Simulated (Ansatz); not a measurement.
# C4H11AlN2: one species, many methods

Aim: compute C4H11AlN2 with functionals from several rungs and with coupled cluster. The yardstick is the atomisation energy at the CCSD(T) limit.

The runs use Ansatz 0.2.0, Gaussian basis; functionals in def2-TZVPP, the program's frozen cores in correlated methods.

Plan: LDA (SPW92), PBE-D4, revPBE-D4, BLYP-D4, r2SCAN-D4, B97M-V, PBE0-D4, B3LYP-D4, r2SCANh-D4, r2SCAN0-D4, HSE06-D4, BHLYP-D4, CAM-B3LYP-D4, LC-ωPBE, ωB97X-V, ωB97M-V, B2PLYP, PBE-QIDH; CCSD(T)/def2-SVP; CCSD(T)/def2-TZVPP; MP2/def2-QZVPP; extrapolation to the limit; RPA on PBE.

## 1. The geometry

An earlier PBE0-D4 in a triple-zeta def2 set relaxation fixed the geometry.

SMILES `CC1=[N+](C)[AlH2-][N]1C`, 18 atoms, charge 0, spin multiplicity 1.

Atoms are counted from 1 here; the program's logs count them from 0.

Bond lengths: C1–C2 1.490 Å, C1–H8 1.090 Å, C1–H9 1.089 Å, C1–H10 1.094 Å, C2–N3 1.326 Å, C2–N6 1.326 Å, N3–C4 1.434 Å, N3–Al5 1.931 Å, C4–H11 1.097 Å, C4–H12 1.090 Å, C4–H13 1.096 Å, Al5–N6 1.931 Å, Al5–H14 1.595 Å, Al5–H15 1.594 Å, N6–C7 1.434 Å, C7–H16 1.090 Å, C7–H17 1.096 Å, C7–H18 1.097 Å. Angles: C2–C1–H8 111.1°, C2–C1–H9 111.2°, C2–C1–H10 109.5°, H8–C1–H9 109.3°, H8–C1–H10 107.8°, H9–C1–H10 107.9°, C1–C2–N3 124.5°, C1–C2–N6 124.6°, N3–C2–N6 110.9°, C2–N3–C4 123.9°, C2–N3–Al5 90.1°, C4–N3–Al5 146.0°, N3–C4–H11 112.6°, N3–C4–H12 109.0°, N3–C4–H13 112.6°, H11–C4–H12 107.2°, H11–C4–H13 107.9°, H12–C4–H13 107.3° and more.

## 2. LDA

This LDA is Slater exchange with PW92 correlation.

in.yaml reads:

```yaml
crystal:
  periodic: [false, false, false]
  atoms:
    - {symbol: C, position_ang: [1.302531, 0.190398, 1.099477]}
    - {symbol: C, position_ang: [0.163320, 0.009157, 0.156463]}
    - {symbol: N, position_ang: [0.233614, -0.661563, -0.984867]}
    - {symbol: C, position_ang: [1.420532, -1.311469, -1.458656]}
    - {symbol: Al, position_ang: [-1.614051, -0.236065, -1.352196]}
    - {symbol: N, position_ang: [-1.048539, 0.516107, 0.334424]}
    - {symbol: C, position_ang: [-1.428368, 1.304163, 1.470436]}
    - {symbol: H, position_ang: [1.980903, -0.661534, 1.062463]}
    - {symbol: H, position_ang: [0.949550, 0.325673, 2.121223]}
    - {symbol: H, position_ang: [1.870432, 1.082651, 0.819269]}
    - {symbol: H, position_ang: [1.742067, -2.130502, -0.803238]}
    - {symbol: H, position_ang: [1.221000, -1.743164, -2.439375]}
    - {symbol: H, position_ang: [2.263382, -0.619383, -1.571784]}
    - {symbol: H, position_ang: [-1.822334, 0.838587, -2.512023]}
    - {symbol: H, position_ang: [-2.620139, -1.466681, -1.229461]}
    - {symbol: H, position_ang: [-2.460288, 1.631964, 1.345186]}
    - {symbol: H, position_ang: [-0.811730, 2.203496, 1.584759]}
    - {symbol: H, position_ang: [-1.379481, 0.739466, 2.409797]}
basis:
  gaussian: {orbitals: def2-TZVPP}
hamiltonian: {xc: lda}
output: {orbitals: {seedname: orbitals}}
```

Launch:

```
> ansatz run in.yaml --threads 2 --pin off --events-out ev --progress --plain --max-ram 32768MiB --backend cuda --devices 0, --max-vram 18GiB
```

The runs that follow: PBE-D4 (GGA); revPBE-D4 (GGA); BLYP-D4 (GGA); r2SCAN-D4 (meta-GGA); B97M-V (meta-GGA); PBE0-D4 (hybrid); B3LYP-D4 (hybrid); r2SCANh-D4 (hybrid); r2SCAN0-D4 (hybrid); HSE06-D4 (hybrid); BHLYP-D4 (hybrid); CAM-B3LYP-D4 (range-separated); LC-ωPBE (range-separated); ωB97X-V (range-separated); ωB97M-V (range-separated); B2PLYP (double hybrid); PBE-QIDH (double hybrid); CCSD(T) in def2-SVP; CCSD(T) in def2-TZVPP; MP2 in def2-QZVPP; RPA on PBE orbitals.

**Question.** What will the summary of the whole plan be? Wanted: atomisation energy, CCSD(T)/CBS; farthest beyond LDA; mean size of error, GGA; mean size of error, meta-GGA; mean size of error, hybrid; mean size of error, range-separated; mean size of error, double hybrid; gap, smallest and largest; T1 diagnostic.

As calculated:

| quantity | value |
| --- | --- |
| atomisation energy, CCSD(T)/CBS | 6875.5 kJ/mol |
| functionals within 34.4 kJ/mol (0.5 %) | revPBE-D4, BLYP-D4, r2SCAN-D4, r2SCANh-D4, LC-ωPBE, PBE-QIDH |
| farthest beyond LDA | PBE-D4 (+167.8 kJ/mol) |
| mean size of error, GGA | 67.8 kJ/mol |
| mean size of error, meta-GGA | 35.6 kJ/mol |
| mean size of error, hybrid | 64.2 kJ/mol |
| mean size of error, range-separated | 38.9 kJ/mol |
| mean size of error, double hybrid | 38.9 kJ/mol |
| gap, smallest and largest | 4.18 eV (LDA (SPW92)), 11.28 eV (LC-ωPBE) |
| T1 diagnostic | 0.0133 |
| triples share of the correlation energy | 4.1 % |

The LDA atomisation energy is off by 1001.9 kJ/mol (15 %): it overbinds. PBE-D4 is off by +167.8 kJ/mol. Double hybrids carry the basis error of their MP2 part in triple zeta, and no dispersion term here, so their miss is partly the set-up's. By mean error the best rung here is meta-GGA (35.6 kJ/mol) and the worst beyond LDA is GGA (67.8 kJ/mol). The gap between the best rungs is small, so their order is not settled. Misses under about 34.4 kJ/mol are within the doubt on the reference itself, which lacks core-valence correlation, relativity and higher excitations. Hartree-Fock recovers 72 % of the binding; the rest is correlation. CCSD(T) in def2-SVP is off by -310.3 kJ/mol, more than most functionals: a good method in a small basis is no reference. Orbital gaps span 4.2 to 11.3 eV; exact exchange widens them.
